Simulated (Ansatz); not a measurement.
# C7H14: taking an electron away

One table from this session's results is given with a row withheld; the runs are named, their logs left out.

The runs use Ansatz 0.2.0, Gaussian basis; unrestricted cation, the program's frozen cores in correlated methods.

Plan: UKS PBE-D4/def2-TZVPP; UKS r2SCAN-D4/def2-TZVPP; UKS PBE0-D4/def2-TZVPP; UKS B3LYP-D4/def2-TZVPP; UKS wB97X-V/def2-TZVPP; UKS wB97M-V/def2-TZVPP; UKS B2PLYP/def2-TZVPP; UHF-CCSD(T)/def2-TZVPP; UHF-MP2/def2-QZVPP; extrapolation to the limit; then −ε(HOMO) from the neutral's earlier runs with LDA (SPW92), PBE-D4, revPBE-D4, BLYP-D4, r2SCAN-D4, B97M-V, PBE0-D4, B3LYP-D4, r2SCANh-D4, r2SCAN0-D4, HSE06-D4, BHLYP-D4, CAM-B3LYP-D4, LC-ωPBE, ωB97X-V, ωB97M-V.

### The geometry

The geometry comes from an earlier relaxation with PBE0-D4 in a triple-zeta def2 set; it is a stationary point, not always the lowest conformer.

21 atoms, charge 0, spin multiplicity 1.

Atoms are counted from 1 here; the program's logs count them from 0.

Bond lengths: C1–C2 1.515 Å, C1–H8 1.093 Å, C1–H9 1.093 Å, C1–H10 1.095 Å, C2–C3 1.528 Å, C2–C6 1.530 Å, C2–H11 1.100 Å, C3–C4 1.539 Å, C3–H12 1.092 Å, C3–H13 1.096 Å, C4–C5 1.540 Å, C4–H14 1.092 Å, C4–H15 1.092 Å, C5–C6 1.528 Å, C5–H16 1.092 Å, C5–H17 1.096 Å, C6–C7 1.515 Å, C6–H18 1.100 Å and more. Angles: C2–C1–H8 111.3°, C2–C1–H9 111.8°, C2–C1–H10 110.5°, H8–C1–H9 107.5°, H8–C1–H10 107.6°, H9–C1–H10 107.8°, C1–C2–C3 114.1°, C1–C2–C6 115.1°, C1–C2–H11 108.9°, C3–C2–C6 102.7°, C3–C2–H11 108.5°, C6–C2–H11 107.2°, C2–C3–C4 105.6°, C2–C3–H12 112.6°, C2–C3–H13 108.7°, C4–C3–H12 113.0°, C4–C3–H13 110.3°, H12–C3–H13 106.7° and more.

Set-up of the first run:

The input, in.yaml:

```yaml
crystal:
  periodic: [false, false, false]
  atoms:
    - {symbol: C, position_ang: [1.194582, -1.682899, -0.608633]}
    - {symbol: C, position_ang: [0.040957, -0.730320, -0.372917]}
    - {symbol: C, position_ang: [-0.350412, 0.089599, -1.600874]}
    - {symbol: C, position_ang: [-1.135332, 1.297253, -1.058398]}
    - {symbol: C, position_ang: [-0.860475, 1.322144, 0.456761]}
    - {symbol: C, position_ang: [0.293857, 0.346669, 0.683873]}
    - {symbol: C, position_ang: [0.400793, -0.161006, 2.106820]}
    - {symbol: H, position_ang: [0.962882, -2.399885, -1.400643]}
    - {symbol: H, position_ang: [1.440079, -2.254473, 0.289900]}
    - {symbol: H, position_ang: [2.091336, -1.132611, -0.911546]}
    - {symbol: H, position_ang: [-0.835969, -1.307914, -0.044408]}
    - {symbol: H, position_ang: [-0.915437, -0.493328, -2.331965]}
    - {symbol: H, position_ang: [0.563315, 0.425303, -2.103890]}
    - {symbol: H, position_ang: [-0.813245, 2.222532, -1.540575]}
    - {symbol: H, position_ang: [-2.204474, 1.200611, -1.258780]}
    - {symbol: H, position_ang: [-0.640983, 2.323676, 0.833908]}
    - {symbol: H, position_ang: [-1.737040, 0.963975, 1.007779]}
    - {symbol: H, position_ang: [1.234614, 0.849434, 0.414485]}
    - {symbol: H, position_ang: [-0.512489, -0.691691, 2.394955]}
    - {symbol: H, position_ang: [0.542352, 0.661488, 2.812883]}
    - {symbol: H, position_ang: [1.241108, -0.848557, 2.231244]}
basis:
  gaussian: {orbitals: def2-TZVPP}
total_charge: 1
magnetization: {spin_polarized: true, initial_magnetization: 1}
hamiltonian: {xc: pbe, dispersion: d4}
```

On the command line:

```console
$ ansatz run in.yaml --threads 2 --pin off --events-out ev --progress --plain --max-ram 32768MiB --backend cuda --devices 0, --max-vram 18GiB
```

Steps of the session up to this table: Cation, UKS PBE-D4/def2-TZVPP; Cation, UKS r2SCAN-D4/def2-TZVPP; Cation, UKS PBE0-D4/def2-TZVPP; Cation, UKS B3LYP-D4/def2-TZVPP; Cation, UKS wB97X-V/def2-TZVPP; Cation, UKS wB97M-V/def2-TZVPP; Cation, UKS B2PLYP (frozen core)/def2-TZVPP; Cation, UHF-CCSD(T)/def2-TZVPP; Cation, UHF-MP2/def2-QZVPP.

One of the session's tables, all rows but one given; the rest of the session is left out.

It belongs to the step «Ionisation energies side by side». Orbital estimates, from the neutral's runs:

```
  functional  −ε(HOMO) (eV)
 LDA (SPW92)           7.22
      PBE-D4           7.14
   revPBE-D4           7.10
     BLYP-D4              ?
   r2SCAN-D4           7.39
      B97M-V           7.54
     PBE0-D4           8.46
    B3LYP-D4           8.27
  r2SCANh-D4           7.88
  r2SCAN0-D4           8.62
    HSE06-D4           8.05
    BHLYP-D4           9.73
CAM-B3LYP-D4           9.86
     LC-ωPBE          11.18
     ωB97X-V          10.85
     ωB97M-V          10.73
```

Estimate the missing values for BLYP-D4.

Worked estimate for «−ε(HOMO) (eV)». Against the share of exact exchange, B3LYP-D4 (0.2, 8.27), BHLYP-D4 (0.5, 9.73) give a slope of 4.87 per unit share; at 0 the line stands at 7.30.

The run gave: −ε(HOMO) (eV): 7.05. In «−ε(HOMO) (eV)» the line misses by +0.25.
